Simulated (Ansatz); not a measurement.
**CH₆BCl₂P: one species, many methods**

An exercise on one series of results from a longer session: the logs are not shown, and one member is left open.

Computed with Ansatz 0.2.0, Gaussian basis. Level: functionals in def2-TZVPP, the program's frozen cores in correlated methods.

Plan: LDA (SPW92), PBE-D4, revPBE-D4, BLYP-D4, r2SCAN-D4, B97M-V, PBE0-D4, B3LYP-D4, r2SCANh-D4, r2SCAN0-D4, HSE06-D4, BHLYP-D4, CAM-B3LYP-D4, LC-ωPBE, ωB97X-V, ωB97M-V, B2PLYP, PBE-QIDH; CCSD(T)/def2-SVP; CCSD(T)/def2-TZVPP; MP2/def2-QZVPP; extrapolation to the limit; RPA on PBE.

### The geometry

An earlier PBE0-D4 in a triple-zeta def2 set relaxation fixed the geometry.

SMILES `C[B-]([PH3+])(Cl)Cl`, 11 atoms, charge 0, spin multiplicity 1.

Atoms are counted from 1 here; the program's logs count them from 0.

Bond lengths: C1–B2 1.584 Å, C1–H6 1.094 Å, C1–H7 1.094 Å, C1–H8 1.094 Å, B2–P3 1.997 Å, B2–Cl4 1.850 Å, B2–Cl5 1.850 Å, P3–H9 1.408 Å, P3–H10 1.402 Å, P3–H11 1.408 Å. Angles: B2–C1–H6 112.5°, B2–C1–H7 108.3°, B2–C1–H8 112.5°, H6–C1–H7 107.2°, H6–C1–H8 108.7°, H7–C1–H8 107.2°, C1–B2–P3 111.6°, C1–B2–Cl4 114.6°, C1–B2–Cl5 114.6°, P3–B2–Cl4 100.6°, P3–B2–Cl5 100.6°, Cl4–B2–Cl5 113.0°, B2–P3–H9 117.8°, B2–P3–H10 112.7°, B2–P3–H11 117.8°, H9–P3–H10 102.2°, H9–P3–H11 101.8°, H10–P3–H11 102.2°.

Geometry (Å):

| atom | x (Å) | y (Å) | z (Å) |
| --- | --- | --- | --- |
| C1 | -1.4518 | 0.2943 | 0.4180 |
| B2 | -0.1950 | 0.4473 | -0.5340 |
| P3 | 1.3553 | -0.6299 | 0.1179 |
| Cl4 | -0.4195 | -0.2664 | -2.2261 |
| Cl5 | 0.5511 | 2.1400 | -0.5580 |
| H6 | -1.2541 | 0.6500 | 1.4330 |
| H7 | -2.2661 | 0.9032 | 0.0139 |
| H8 | -1.8136 | -0.7364 | 0.4715 |
| H9 | 1.8820 | -0.3210 | 1.3866 |
| H10 | 2.4826 | -0.5125 | -0.7080 |
| H11 | 1.1943 | -2.0258 | 0.2058 |

Set-up of the first run:

The input, in.yaml:

```yaml
crystal:
  periodic: [false, false, false]
  atoms:
    - {symbol: C, position_ang: [-1.451788, 0.294261, 0.417955]}
    - {symbol: B, position_ang: [-0.195040, 0.447262, -0.534046]}
    - {symbol: P, position_ang: [1.355292, -0.629852, 0.117939]}
    - {symbol: Cl, position_ang: [-0.419500, -0.266381, -2.226060]}
    - {symbol: Cl, position_ang: [0.551108, 2.139992, -0.558025]}
    - {symbol: H, position_ang: [-1.254104, 0.649976, 1.433020]}
    - {symbol: H, position_ang: [-2.266082, 0.903182, 0.013874]}
    - {symbol: H, position_ang: [-1.813615, -0.736358, 0.471509]}
    - {symbol: H, position_ang: [1.881991, -0.320975, 1.386604]}
    - {symbol: H, position_ang: [2.482628, -0.512495, -0.708043]}
    - {symbol: H, position_ang: [1.194310, -2.025812, 0.205773]}
basis:
  gaussian: {orbitals: def2-TZVPP}
hamiltonian: {xc: lda}
output: {orbitals: {seedname: orbitals}}
```

Among the steps run: LDA; PBE-D4 (GGA); revPBE-D4 (GGA); BLYP-D4 (GGA); r2SCAN-D4 (meta-GGA); B97M-V (meta-GGA); PBE0-D4 (hybrid); B3LYP-D4 (hybrid); r2SCANh-D4 (hybrid); r2SCAN0-D4 (hybrid); HSE06-D4 (hybrid); BHLYP-D4 (hybrid); CAM-B3LYP-D4 (range-separated); LC-ωPBE-D4 (range-separated; the results give it without D4); ωB97X-V (range-separated); ωB97M-V (range-separated); B2PLYP (double hybrid); PBE-QIDH (double hybrid).

One table of the session follows, with a row left open; its other results are not shown here.

It belongs to the step «Orbital energies across the functionals». 

```
  functional  HOMO (eV)  gap (eV)
 LDA (SPW92)      -6.64      5.33
      PBE-D4      -6.52      5.37
   revPBE-D4      -6.46      5.39
     BLYP-D4      -6.39      5.36
   r2SCAN-D4      -6.80      5.94
      B97M-V          ?         ?
     PBE0-D4      -7.78      7.55
    B3LYP-D4      -7.57      7.10
  r2SCANh-D4      -7.27      6.73
  r2SCAN0-D4      -7.97      7.92
    HSE06-D4      -7.39      6.77
    BHLYP-D4      -8.97      9.64
CAM-B3LYP-D4      -9.13      9.93
     LC-ωPBE     -10.44     12.45
     ωB97X-V     -10.12     11.97
     ωB97M-V     -10.00     11.57
```

Estimate the missing values for B97M-V.

As computed: HOMO (eV): -6.93; gap (eV): 5.87. In the column «HOMO (eV)» it lies between r2SCANh-D4 (-7.27) and r2SCAN-D4 (-6.80).
